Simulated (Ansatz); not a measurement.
**CH₆BFGeSi: how energies converge with the basis set**

Aim: see how fast density functionals converge with the basis set for CH₆BFGeSi.

Computed with Ansatz 0.2.0, Gaussian basis. Level: one geometry, several basis sets.

Levels to be run: PBE0-D4/def2-SVP; ωB97M-V/def2-SVP; PBE0-D4/def2-QZVPP; ωB97M-V/def2-QZVPP; the functionals' def2-TZVPP values are taken from earlier runs.

**1. The geometry**

All runs share one geometry, relaxed beforehand with PBE0-D4 in a triple-zeta def2 set.

SMILES `F[B]1C[SiH2][GeH2]1`, 11 atoms, charge 0, spin multiplicity 1.

Atoms are counted from 1 here; the program's logs count them from 0.

Bond lengths: F1–B2 1.318 Å, B2–C3 1.578 Å, B2–Ge5 2.112 Å, C3–Si4 1.908 Å, C3–H6 1.097 Å, C3–H7 1.097 Å, Si4–Ge5 2.393 Å, Si4–H8 1.488 Å, Si4–H9 1.488 Å, Ge5–H10 1.538 Å, Ge5–H11 1.538 Å. Angles: F1–B2–C3 124.2°, F1–B2–Ge5 132.0°, C3–B2–Ge5 103.8°, B2–C3–Si4 99.2°, B2–C3–H6 111.7°, B2–C3–H7 111.7°, Si4–C3–H6 114.2°, Si4–C3–H7 114.2°, H6–C3–H7 105.8°, C3–Si4–Ge5 84.8°, C3–Si4–H8 113.0°, C3–Si4–H9 113.0°, Ge5–Si4–H8 117.5°, Ge5–Si4–H9 117.6°, H8–Si4–H9 109.0°, B2–Ge5–Si4 72.2°, B2–Ge5–H10 118.0°, B2–Ge5–H11 118.0° and more.

**2. PBE0-D4 in def2-SVP**

Contents of in.yaml:

```yaml
crystal:
  periodic: [false, false, false]
  atoms:
    - {symbol: F, position_ang: [-2.009710, 0.879001, 1.502291]}
    - {symbol: B, position_ang: [-1.008966, 0.412537, 0.783443]}
    - {symbol: C, position_ang: [-0.441228, 1.115942, -0.510595]}
    - {symbol: Si, position_ang: [0.936732, -0.126721, -0.954687]}
    - {symbol: Ge, position_ang: [0.192334, -1.313060, 0.985746]}
    - {symbol: H, position_ang: [-0.081081, 2.129779, -0.296675]}
    - {symbol: H, position_ang: [-1.211977, 1.228849, -1.282929]}
    - {symbol: H, position_ang: [0.731487, -0.775304, -2.277904]}
    - {symbol: H, position_ang: [2.297509, 0.473600, -0.914821]}
    - {symbol: H, position_ang: [1.136397, -1.397729, 2.196505]}
    - {symbol: H, position_ang: [-0.476097, -2.683993, 0.790324]}
basis:
  gaussian: {orbitals: def2-SVP}
hamiltonian: {xc: pbe0, dispersion: d4}
output: {orbitals: {seedname: orbitals}}
```

The runs that follow: ωB97M-V in def2-SVP; PBE0-D4 in def2-QZVPP; ωB97M-V in def2-QZVPP.

Q: Predict the results of all the runs planned. Wanted: PBE0-D4: double and triple zeta above quadruple; ωB97M-V: double and triple zeta above quadruple.

The runs gave:

```
                                       quantity           value
PBE0-D4: double and triple zeta above quadruple  16.79, 1.72 eV
ωB97M-V: double and triple zeta above quadruple  16.86, 1.65 eV
```

In words: For PBE0-D4 the step from double to triple zeta gains 15.08 eV and the next only 1.72 eV. These are total energies; as a rule much of such shifts cancels in differences, which this series doesn't test.
